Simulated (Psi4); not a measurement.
# InCl2O (SMILES [O][In]([Cl])[Cl]) at UMP3/def2-SVPD (core potential)

Aim: the vertical electron affinity of InCl2O at UMP3/def2-SVPD (core potential), from 2 runs. 

The calculation is run with Psi4 1.11.

1 further run of the same task is left out (set aside as unsound or not needed).

### Step 1. The structure to begin with

The species is InCl2O (4 atoms), meant as a doublet with charge 0. As SMILES, `[O][In]([Cl])[Cl]`. The coordinates come from a PBE0-D4/def2-TZVP relaxation.

Bond lengths: O1–In2 1.989 Å, In2–Cl3 2.293 Å, In2–Cl4 2.293 Å. Angles: O1–In2–Cl3 119.2°, O1–In2–Cl4 119.2°, Cl3–In2–Cl4 121.6°.

### Step 2. A single-point energy at UMP3/def2-SVPD (core potential)

The input, cl2ino.py:

```python
import psi4

psi4.set_memory(2200000000)
psi4.set_num_threads(1)
psi4.set_output_file('output.dat', False)

m = psi4.geometry("""
0 2
O      1.14574095     1.91618229     3.15130729
In     0.05990432     0.03023562     0.08579357
Cl     1.40142089    -4.05346254    -0.46903002
Cl    -2.50218636     1.99309414    -2.80662124
units bohr
symmetry c1
no_reorient
no_com
""")

psi4.set_options({
    'reference': 'uhf',
    'puream': True,
    'e_convergence': 1e-09,
    'd_convergence': 1e-08,
    'scf_type': 'pk',
    'num_frozen_docc': 15,
    'maxiter': 100,
    'mp_type': 'conv',
})

result, w = psi4.energy('mp3/def2-SVPD', return_wfn=True)
print(f'mp3/def2-SVPD energy: {result:.10f} Eh')
for k, v in sorted(psi4.core.scalar_variables().items()):
    print(f'{k:45s} {v:18.10f}')
```

Command:

```
$ python cl2ino.py
```

output.dat, shortened:

```text
[...]
    !!!  WARNING: ECP capability is in beta. Please check occupations closely.  !!!
[...]
  Running in c1 symmetry.
[...]
  Nuclear repulsion =  286.555074981076018
[...]
  Multiplicity = 2
[...]
  Nalpha       = 32
  Nbeta        = 31
[...]
    Number of basis functions: 109
[...]
   @UHF iter   1: -1182.20046765685811   -1.18974e+00   7.49917e-03 DIIS/ADIIS
[...]
   @UHF iter  26: -1182.80382847202236   -4.06999e-11   7.83386e-09 DIIS
[...]
   @S^2 Observed:                7.638861372E-01
[...]
    Orbital Energies [Eh]
    ---------------------
    Alpha Occupied:
       1A   -104.815908     2A   -104.815893     3A    -20.630478
       4A    -10.576311     5A    -10.576301     6A     -8.050742
       7A     -8.050729     8A     -8.048463     9A     -8.048453
      10A     -8.048315    11A     -8.048305    12A     -5.477811
      13A     -3.739024    14A     -3.735395    15A     -3.732309
      16A     -1.327637    17A     -1.152284    18A     -1.150960
      19A     -1.123877    20A     -1.121345    21A     -1.109303
      22A     -1.067664    23A     -1.058258    24A     -0.648876
      25A     -0.616091    26A     -0.554181    27A     -0.544147
      28A     -0.512678    29A     -0.491500    30A     -0.481990
      31A     -0.479966    32A     -0.475782
[...]
  @UHF Final Energy: -1182.80382847202236
   => Energetics <=
    Nuclear Repulsion Energy =            286.5550749810760180
    One-Electron Energy =               -2279.0737075817232835
    Two-Electron Energy =                 809.7148041286251328
    Total Energy =                      -1182.8038284720223601
  UHF NO Occupations:
  HONO-2 :   30  A 1.9985182
  HONO-1 :   31  A 1.9960591
[...]
 Multipole Moments:
 ------------------------------------------------------------------------------------
     Multipole            Electronic (a.u.)      Nuclear  (a.u.)        Total (a.u.)
 ------------------------------------------------------------------------------------
 L = 1.  Multiply by 2.5417464519 to convert [e a0] to [Debye]
 Dipole X            :          8.2383287           -8.2890947           -0.0507660
 Dipole Y            :         18.9741592          -19.0618565           -0.0876973
 Dipole Z            :         28.5312372          -28.6739481           -0.1427109
 Magnitude           :                                                    0.1750268
[...]
	SCS-MP2 Total Energy (a.u.)        : -1183.30185368003367
	SOS-MP2 Total Energy (a.u.)        : -1183.29185785490085
[...]
	SOS-PI-MP2 Total Energy (a.u.)     : -1183.32939857666065
[...]
	MP2 Total Energy (a.u.)            : -1183.32184533029908
[...]
	SCS-MP3 Total Energy (a.u.)        : -1183.30996774787172
[...]
	MP3 Total Energy (a.u.)            : -1183.35430160165174
[...]
```

Run time: 35 s. Hardware: 1 thread of Intel Xeon Platinum 8259CL at 2.50GHz (Skylake/Cascade Lake), shared host; peak memory 1 GiB.

### Step 3. The singlet anion, same level

The input, cl2ino.in:

```
memory 2.2 GB

molecule molecule1 {
  -1 1
  O      1.14574095     1.91618229     3.15130729
  In     0.05990432     0.03023562     0.08579357
  Cl     1.40142089    -4.05346254    -0.46903002
  Cl    -2.50218636     1.99309414    -2.80662124
  units au
  symmetry c1
  no_reorient
  no_com
}

set {
  basis           def2-SVPD
  puream          true
  e_convergence   1e-09
  d_convergence   1e-08
  scf_type        pk
  num_frozen_docc 15
  mp_type         conv
}

energy('mp3')
```

Command:

```
$ psi4 -i cl2ino.in -o cl2ino.out -n 1
```

cl2ino.out, shortened:

```text
[...]
    !!!  WARNING: ECP capability is in beta. Please check occupations closely.  !!!
[...]
  Running in c1 symmetry.
[...]
  Nuclear repulsion =  286.555074981076018
[...]
  Multiplicity = 1
[...]
  Nalpha       = 32
  Nbeta        = 32
[...]
    Number of basis functions: 109
[...]
   @RHF iter   1: -1182.48842184801674   -1.47769e+00   7.60974e-03 ADIIS/DIIS
[...]
   @RHF iter  14: -1182.83618927559496   -2.43290e-11   8.63423e-09 DIIS
[...]
  @RHF Final Energy: -1182.83618927559496
   => Energetics <=
    Nuclear Repulsion Energy =            286.5550749810760180
    One-Electron Energy =               -2292.3945651176527463
    Two-Electron Energy =                 823.0033008609819944
    Total Energy =                      -1182.8361892755947338
[...]
 Multipole Moments:
 ------------------------------------------------------------------------------------
     Multipole            Electronic (a.u.)      Nuclear  (a.u.)        Total (a.u.)
 ------------------------------------------------------------------------------------
 L = 1.  Multiply by 2.5417464519 to convert [e a0] to [Debye]
 Dipole X            :          7.6783188           -8.2890947           -0.6107759
 Dipole Y            :         18.0753763          -19.0618565           -0.9864802
 Dipole Z            :         27.0336187          -28.6739481           -1.6403294
 Magnitude           :                                                    2.0091966
[...]
	SCS-MP2 Total Energy (a.u.)        : -1183.42254140314503
	SOS-MP2 Total Energy (a.u.)        : -1183.40838904856105
[...]
	SOS-PI-MP2 Total Energy (a.u.)     : -1183.45240441571241
[...]
	MP2 Total Energy (a.u.)            : -1183.45084611231232
[...]
	SCS-MP3 Total Energy (a.u.)        : -1183.42197592898765
[...]
	MP3 Total Energy (a.u.)            : -1183.44858421568256
[...]
```

Wall time 18 s (1 thread of Intel Xeon Platinum 8259CL at 2.50GHz (Skylake/Cascade Lake), shared host); peak memory 1 GiB.

### Step 4. Outcome

At UMP3/def2-SVPD (core potential), 15 core orbitals frozen:

```
                                                                  quantity           value
                                              doublet InCl2O: total energy  -1183.35430 Eh
doublet InCl2O: HOMO energy (Hartree–Fock orbitals) (highest over α and β)       -12.79 eV
 doublet InCl2O: LUMO energy (Hartree–Fock orbitals) (lowest over α and β)         0.06 eV
              doublet InCl2O: correlation energy (15 core orbitals frozen)      -550.5 mEh
                         doublet InCl2O: ⟨S²⟩ of the reference determinant           0.764
                                               singlet anion: total energy  -1183.44858 Eh
                        singlet anion: HOMO energy (Hartree–Fock orbitals)        -4.93 eV
                        singlet anion: LUMO energy (Hartree–Fock orbitals)         4.11 eV
      singlet anion: HOMO–LUMO gap (to an unbound level, set by the basis)         9.04 eV
               singlet anion: correlation energy (15 core orbitals frozen)      -612.4 mEh
                         vertical electron affinity (to the singlet anion)        2.566 eV
```

At fixed nuclei the extra electron is bound by 2.57 eV (248 kJ/mol).
